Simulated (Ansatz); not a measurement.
Relaxation of a periodic cell of 17 atoms, Si16N (host Si, host structure diamond, interstitial N), to a largest force component of 0.08 eV/Å in at most 25 steps.

Computed with DFT PBEsol, scalar-relativistic, plane waves, PAW (Ansatz). Settings: PAW set soft_1, cutoff 420 eV, k mesh 2x2x2, fermi-dirac smearing 0.02 eV, spin collinear.

```xyz
17
Lattice="0.0000 5.4300 5.4300 5.4300 0.0000 5.4300 5.4300 5.4300 0.0000" Properties=species:S:1:pos:R:3
Si 0.000 0.000 0.000
Si 1.357 1.357 1.357
Si 2.715 2.715 0.000
Si 4.072 4.072 1.357
Si 2.715 0.000 2.715
Si 4.072 1.357 4.072
Si 5.430 2.715 2.715
Si 6.787 4.072 4.072
Si 0.000 2.715 2.715
Si 1.357 4.072 4.072
Si 2.715 5.430 2.715
Si 4.072 6.787 4.072
Si 2.715 2.715 5.430
Si 4.072 4.072 6.787
Si 5.430 5.430 5.430
Si 6.787 6.787 6.787
N 8.142 5.405 5.495
```

Task: Where does it end, and by what steps?

Result: The forces met the threshold. Limits of this set-up: coarse k mesh, PAW files made for another functional, a small cell, in which the defect meets its images. After 17 steps the energy has fallen by 2.791 eV; N17 moved furthest, 1.62 Å. Parted: Si4–Si11 (2.35 → 3.02 Å). Joined: Si11–N17 (2.65 → 1.73 Å).

```
step  energy less start (eV)  largest force component (eV/Å)  accepted
   0                  0.0000                           0.651       yes
   1                 -0.1579                           0.512       yes
   2                 -0.5284                           1.151       yes
   3                 -0.9089                           1.394       yes
   4                 -1.2877                           1.299       yes
   5                 -1.7203                           1.389       yes
   6                 -2.0518                           1.081       yes
   7                 -2.4119                           0.532       yes
   8                 -2.5550                           0.622       yes
   9                 -2.6234                           0.530       yes
  10                 -2.6879                           0.289       yes
  11                 -2.7265                           0.332       yes
  12                 -2.7513                           0.422       yes
  13                 -2.7747                           0.264       yes
  14                 -2.7807                           0.233       yes
  15                 -2.7892                           0.096       yes
  16                 -2.7896                           0.086       yes
  17                 -2.7913                           0.047       yes
```

```xyz
17
Lattice="0.0000 5.4300 5.4300 5.4300 0.0000 5.4300 5.4300 5.4300 0.0000" Properties=species:S:1:pos:R:3
Si -0.092 0.094 0.011
Si 1.417 1.413 1.246
Si 2.714 2.652 -0.275
Si 3.857 4.137 1.106
Si 2.727 0.001 2.583
Si 4.113 1.375 3.903
Si 5.375 2.663 2.401
Si 6.761 3.974 3.790
Si 0.199 2.891 2.605
Si 1.323 4.082 4.310
Si 2.490 5.769 3.245
Si 4.330 6.910 3.952
Si 2.818 2.650 5.394
Si 4.134 4.098 6.690
Si 5.459 5.333 5.206
Si 6.911 6.554 6.556
N 7.904 5.108 7.074
```

Whether the end is a true minimum wasn't checked by a vibrational analysis.

Run time: 6 min on 1 thread of Arm Neoverse V1, on a shared host, peak memory 0.66 GiB.
